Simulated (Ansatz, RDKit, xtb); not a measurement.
# Isomers of C4H2FN3, a sample narrowed down

A sample of isomers of C4H2FN3 is drawn. Aim: find which of them has the lowest free energy at 298.15 K, then its properties. The sample is small against all isomers, and the most stable one of this formula need not be in it.

The funnel: GFN2-xTB relaxations, single points with a density functional, relaxations at B3LYP/def2-SVP, harmonic vibrations (at GFN2-xTB), and a last energy at a higher level. All values are calculated.

### Step 1. Drawing up candidates

Isomers were taken from a list of plausible structures; this is a sample, not all of them. That gives 3 candidates.

| label | SMILES | spin |
| --- | --- | --- |
| c075 | C#Cc1n[nH]nc1F | singlet |
| c156 | C#Cc1[nH]nnc1F | singlet |
| c484 | C#Cc1nn[nH]c1F | singlet |

Candidates are built by distance geometry, with a force field where one applies, in up to four conformers (letters a to d).

**Question.** With final energies at CCSD(T)/def2-SVP + MP2/def2-TZVPP - MP2/def2-SVP, which structure will this search put lowest in free energy, and by what margin?

| quantity | value |
| --- | --- |
| lowest structure found | C#Cc1n[nH]nc1F, singlet |
| next finalist | C#Cc1[nH]nnc1F, singlet, 3.3 kcal/mol higher in G |
| share at equilibrium, among the finalists | 99.6 % |

`C#Cc1n[nH]nc1F` comes out lowest. The margin of 3.3 kcal/mol over the next finalist is beyond the usual error of the last level; it says nothing of structures that weren't ranked. GFN2-xTB, HF/STO-3G, r2SCAN-D4/def2-SVP, B3LYP/def2-SVP, HF/def2-SVP and MP2/def2-SVP already put its bonding pattern lowest among the structures in one piece. Lowest found is not proven lowest: the search is finite, and each finalist counts with one conformer. Only 3 drawn patterns were tried, so whole families of isomers are missing, and the result ranks this sample alone. The lowest isomer need not be the one that is made and kept in a bottle, which depends on barriers.
